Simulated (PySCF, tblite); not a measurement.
# C6H6FOP: geometry, infrared bands and NMR shifts

What infrared bands and NMR shifts should C6H6FOP (`COc1cccc(F)p1`) show?

The runs use tblite 0.8.0 and PySCF 2.14.0, with density-fitted response routines of our own; the level of theory stands in each step. All values are computed, except where a source is named. Atoms count from 0, in the outputs and in this text.

### 1 The starting structure

15 atoms, charge 0, multiplicity 1; geometry from: force field or distance geometry start.

Bonds of the start (Å): C0–O1 1.42, O1–C2 1.41, C2–C3 1.41, C3–C4 1.40, C4–C5 1.40, C5–C6 1.38, C6–F7 1.34, C6–P8 1.82, P8–C2 1.84, C0–H9 1.09, C0–H10 1.09, C0–H11 1.11, C3–H12 1.10, C4–H13 1.09, C5–H14 1.09.

### 2 Geometry optimisation with GFN2-xTB

The job: settings as JSON, then the geometry in Å.

```
{"job": {"kind": "relax", "xc": "GFN2-xTB", "basis": "xTB"}, "charge": 0, "multiplicity": 1}
C     -2.735600    -0.920500    -0.218800
O     -1.967500     0.188000     0.220400
C     -0.575000     0.059100     0.074400
C      0.106000     1.200800     0.531000
C      1.498900     1.381700     0.529800
C      2.394100     0.434900     0.015900
C      2.031500    -0.787600    -0.522000
F      3.020500    -1.586100    -0.956100
P      0.310800    -1.379500    -0.657000
H     -2.638200    -1.073200    -1.291800
H     -2.513700    -1.829100     0.343100
H     -3.798400    -0.679100    -0.026000
H     -0.500500     2.005600     0.968100
H      1.902600     2.315900     0.919400
H      3.460300     0.677000     0.047700
```

Run with:

```sh
OMP_NUM_THREADS=1 python probes_run.py task.json out
```

One launch serves the whole session: the jobs run in the order shown.

**Question.** This job is followed by: GFN2-xTB harmonic vibrations, gas phase; GIAO PBE0/pcSseg-1 NMR shielding, non-relativistic, gas phase. What will the session give for the following? strongest single infrared mode (GFN2-xTB); zero-point energy (GFN2-xTB); 13C shifts against TMS (PBE0/pcSseg-1); 1H shifts against TMS (PBE0/pcSseg-1, means over atoms taken as alike); 17O shifts against H2O (PBE0/pcSseg-1); 19F shifts against CFCl3 (PBE0/pcSseg-1); 31P shifts against H3PO4 (PBE0/pcSseg-1); surface potential, 1st and 99th percentile.

As calculated:

```
                                                              quantity                                        value
                             strongest single infrared mode (GFN2-xTB)                        1095 cm⁻¹, 137 km/mol
                                          zero-point energy (GFN2-xTB)                                65.9 kcal/mol
                                13C shifts against TMS (PBE0/pcSseg-1)  207.4, 205.5, 137.6, 123.8, 120.5, 59.6 ppm
1H shifts against TMS (PBE0/pcSseg-1, means over atoms taken as alike)                   7.75, 7.46, 7.46, 4.14 ppm
                                17O shifts against H2O (PBE0/pcSseg-1)                                    159.7 ppm
                              19F shifts against CFCl3 (PBE0/pcSseg-1)                                    -82.1 ppm
                              31P shifts against H3PO4 (PBE0/pcSseg-1)                                    104.4 ppm
                                 surface potential, 1st and 99th percentile                           -0.82 V and 1.08 V
```

What this shows: The optimisation took 30 steps and gained 0.408 eV; among the close pairs (by a distance rule), C2–P8 changed most, from 1.841 to 1.756 Å. All 39 modes are real, so the xTB geometry is a minimum. The strongest single mode, at 1095 cm⁻¹, is spread over several atoms, C6, O1, C0 among them. GFN2-xTB is a fitted tight-binding method: band positions and strengths are rough. Its intensities can rank the bands wrongly. At PBE0/pcSseg-1: The largest span, 491 ppm, is at P8, where the paramagnetic term is -755 ppm. NICS(1)zz of -25 ppm above the planar ring from C2 marks a diatropic (aromatic) ring current. At PBE0/pcSseg-1, counted by nearest atom on the grid, the HOMO lies on P8 24 %; O1 20 %, the LUMO on P8 32 %; C4 20 %.
